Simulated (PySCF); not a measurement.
# F2Hg (Hg(F)2): the cost of one run

Computed with PySCF 2.14.0. Level: BP86, Hg def2-SVP with ECP60, F def2-SVP; scalar-relativistic core potentials, no spin–orbit coupling.

3 further runs of the same task are left out: 2 for a known fault of the program, 1 that didn't finish.

**1. Starting geometry**

3 atoms, charge 0, spin multiplicity 1.

Bond lengths: Hg1–F2 1.754 Å, Hg1–F3 1.754 Å. Angles: F2–Hg1–F3 180.0°.

Coordinates:

```mol
F2Hg
  3D, bonds by distance, orders not assigned

  3  2  0  0  0  0  0  0  0  0999 V2000
    0.0000    0.0000    0.0000 Hg  0  0
    0.0000    0.0000    1.7544 F   0  0
    0.0000    0.0000   -1.7544 F   0  0
  1  2  8  0
  1  3  8  0
M  END
```

Formal oxidation states: Hg +2.

**2. SCF at the start, singlet**

File run.py (the lines that set the calculation):

```python
mol = gto.M(atom='''
Hg     0.00000     0.00000     0.00000
F      0.00000     0.00000     1.75440
F      0.00000     0.00000    -1.75440''',
    basis={'Hg': 'def2-SVP', 'F': 'def2-SVP'},
    ecp={'Hg': 'def2-SVP'},
    charge=0, spin=0)
mf = dft.RKS(mol, xc='B88,P86')
mf.grids.atom_grid = (50, 194)
mf = mf.density_fit()  # fitting sets: Hg def2-universal-JKFIT, F def2-universal-JKFIT
mf.conv_tol = 1e-08; mf.max_cycle = 55
mf.kernel(dm0)  # dm0: free metal ions and neutral atoms
```

Run with:

```bash
OMP_NUM_THREADS=2 python run.py
```

What time and memory should one allow on 2 threads of Intel Xeon Platinum 8259CL at 2.50GHz (Skylake/Cascade Lake), shared host?

About 2.7 s, with a peak of 0.27 GiB.
